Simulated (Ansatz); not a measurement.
**LiTlS2 (I-III-VI2 ordering on zincblende lattice): optical response by level**

How does LiTlS2 (I-III-VI2 ordering on zincblende lattice) absorb light if electrons and holes don't interact? Plan: HSE06 for the gap; optics with PBE on 6×6×4; optics with r2SCAN on 6×6×4; optics with PBE and scissors to the HSE06 gap on 6×6×4; optics with PBE with spin-orbit coupling on 4×4×4.

Program: Ansatz 0.2.0. Level of theory: plane waves, PAW; no local fields, no excitons. These are calculated values, not measurements.

1 further run of the same task is left out (it didn't finish). Runs told in other sessions of the task aren't counted.

### 1 The structure to begin with

The structure is tetragonal, space group P-4m2 (No. 115). The conventional cell has a = 4.067 Å, b = 4.067 Å, c = 5.719 Å, α = 90.00°, β = 90.00°, γ = 90.00°. Li (site symmetry -4m2) has 4 S at 2.42 Å in its first shell of neighbours. S (site symmetry 2mm) is surrounded by 2 Li at 2.42 Å and 2 Tl at 2.55 Å. Tl (site symmetry -4m2) has 4 S at 2.55 Å in its first shell of neighbours.

Coordinates:

```
CELL_PARAMETERS angstrom
4.06677 0.00000 0.00000
0.00000 4.06677 0.00000
0.00000 0.00000 5.71878
ATOMIC_POSITIONS crystal
Li 0.00000 0.00000 0.00000
S 0.00000 0.50000 0.23090
Tl 0.50000 0.50000 0.50000
S 0.50000 0.00000 0.76910
```

Cell and atoms come from an earlier r2SCAN relaxation. Spin-orbit coupling, which matters for Tl, is in the runs so named alone.

### 2 The gap to aim at

File input.yaml:

```yaml
crystal:
  lattice:
    - [4.0667718546, 0.0, 0.0]
    - [0.0, 4.0667718546, 0.0]
    - [0.0, 0.0, 5.718777811]
  atoms:
    - { symbol: Li, position: [0.0, 0.0, 0.0] }
    - { symbol: S, position: [0.0, 0.5, 0.2309016903] }
    - { symbol: Tl, position: [0.5, 0.5, 0.5] }
    - { symbol: S, position: [0.5, 0.0, 0.7690983097] }
kpoints:
  mp_grid: { grid: [4, 4, 4] }
  band_path:
    path:
      - [0.0, 0.0, 0.0]
      - [0.0, 0.5, 0.0]
      - [0.5, 0.5, 0.0]
      - [0.0, 0.0, 0.5]
      - [0.0, 0.5, 0.5]
      - [0.5, 0.5, 0.5]
    npoints: 1
hamiltonian:
  xc: hse06
scf:
  occupations: { method: fixed }
  n_extra_bands: 5
output:
  forces: true
  stress: true
  eigenvalues: true
  write_density: true
  write_potential: true
  elf: true
  volumetric_format: npy
```

Command:

```
$ ansatz run input.yaml --threads 4 --pin off --max-ram 3686MiB --backend cpu --events-out ev --progress --plain --runs-dir out
```

The runs that follow: Optics, PBE; Optics, r2SCAN; Optics, PBE with a scissors shift; Optics, PBE with spin-orbit coupling.

Q: Predict the results of all the runs planned. Wanted: ε∞, PBE; ε∞, r2SCAN; ε∞, PBE with spin-orbit coupling; tallest peak of ε₂, PBE; tallest peak of ε₂, r2SCAN; tallest peak of ε₂, PBE with spin-orbit coupling; HSE06 direct gap.

**Answer**, as computed:

| quantity | value |
| --- | --- |
| ε∞, PBE | 7.59 (xx, yy), 7.63 (zz) |
| ε∞, r2SCAN | 6.70 (xx, yy), 6.76 (zz) |
| ε∞, PBE + 0.86 eV scissors | 6.36 (xx, yy), 6.42 (zz) |
| ε∞, PBE with spin-orbit coupling | 7.44 (xx, yy), 7.45 (zz) |
| tallest peak of ε₂, PBE | 8.4 at 7.05 eV |
| tallest peak of ε₂, r2SCAN | 7.9 at 6.70 eV |
| tallest peak of ε₂, PBE + 0.86 eV scissors | 8.4 at 7.90 eV |
| tallest peak of ε₂, PBE with spin-orbit coupling | 7.7 at 6.25 eV |
| HSE06 direct gap | 1.79 eV |

**Reading.** PBE + 0.86 eV scissors has the widest direct gap (1.79 eV) and PBE with spin-orbit coupling the narrowest (0.92 eV); ε∞ is 6.38 and 7.45 (mean of the axes); the spin-orbit run sums fewer bands, so its ε∞ isn't like for like. Spin-orbit coupling moves the direct gap by -0.00 eV; ε∞ doesn't compare between these two runs, as the bands summed differ. The meshes differ between the runs, and peak heights and places move with the mesh, so part of any difference isn't the level's. The response is anisotropic: with PBE ε∞ is 7.59 (xx, yy), 7.63 (zz). Local fields and excitons are left out: both change ε∞, and without excitons the onset lacks its lines.
